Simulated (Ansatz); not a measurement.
# CH5NOSSe, SMILES NC(O)(S)[SeH]: a ladder of methods at one geometry

Run with the Ansatz DFT code, driven from Python.

`methods_ch5nosse.py`:
```python
from pathlib import Path
import warnings

import ansatz
import numpy as np

GEOMETRY = """
N     0.45760    0.48960    0.92940
C    -0.22060   -0.07430   -0.25880
O     0.12320   -1.41850   -0.37840
S    -1.95810    0.07090   -0.13140
Se    0.35260    0.85440   -1.89460
H     1.44700    0.46920    0.81860
H     0.20840    1.55750    0.93040
H    -0.05690   -1.84430    0.48160
H    -2.08060   -0.57250    1.16280
H     1.81050    0.41690   -1.65660
"""

warnings.simplefilter("ignore", ansatz.DeckWarning)

geometry = ansatz.Crystal.molecule()
for line in GEOMETRY.strip().splitlines():
    symbol, *xyz = line.split()
    geometry = geometry.atom(symbol, [float(v) for v in xyz])

setup = geometry.calculation().basis(gaussian="def2-SVP")

print("functional    E (Ha)        dipole (D)   HOMO (eV)  LUMO (eV)")
for name in ["lda", "pbe0", "hf", "r2scan0", "pbe", "blyp"]:
    rep = setup.functional(name).forces().orbitals().run(threads=1, runs_dir="runs").report
    lines = Path(rep["orbitals_path"]).read_text().splitlines()
    field_of = lambda key: [line.split("=")[1].strip() for line in lines if line.startswith(key)]
    orbitals = [(27.211386 * float(e), s, float(n)) for e, s, n in zip(field_of("Ene="), field_of("Spin="), field_of("Occup="))]
    homo = max(e for e, _, n in orbitals if n > 0.5)
    lumo = min(e for e, _, n in orbitals if n < 0.5)
    dipole = 4.803205 * np.linalg.norm(rep["charge_distribution"]["dipole_moment_e_ang"])
    print(f"{name:10s} {rep['free_energy_ev'] / 27.211386246:14.6f} {dipole:9.3f} {homo:11.3f} {lumo:10.3f}")
```

`python methods_ch5nosse.py` gives:
```text
functional    E (Ha)        dipole (D)   HOMO (eV)  LUMO (eV)
lda          -2964.110291     2.507      -5.232     -1.531
pbe0         -2969.642198     2.458      -6.468     -0.504
hf           -2966.859121     2.446      -9.367      2.942
r2scan0      -2970.090839     2.547      -6.682     -0.389
pbe          -2969.527613     2.394      -5.149     -1.380
blyp         -2970.222882     2.225      -4.949     -1.251
```

Total energies depend on the basis set; only differences at equal settings carry meaning. The geometry is a force-field or estimated start, not a minimum of this method, and the basis set is short of its limit. A lower total doesn't mark the better method: functionals have no common bound, and MP2 and coupled cluster aren't variational. Levels such as HOMO and LUMO are orbital energies: with these approximate functionals they aren't the ionisation energy and electron affinity, and their gap isn't the fundamental gap. The whole script took 27 s on 1 thread of AMD EPYC 7B13 (Zen 3), with other jobs on the host, peak memory 0.38 GiB.
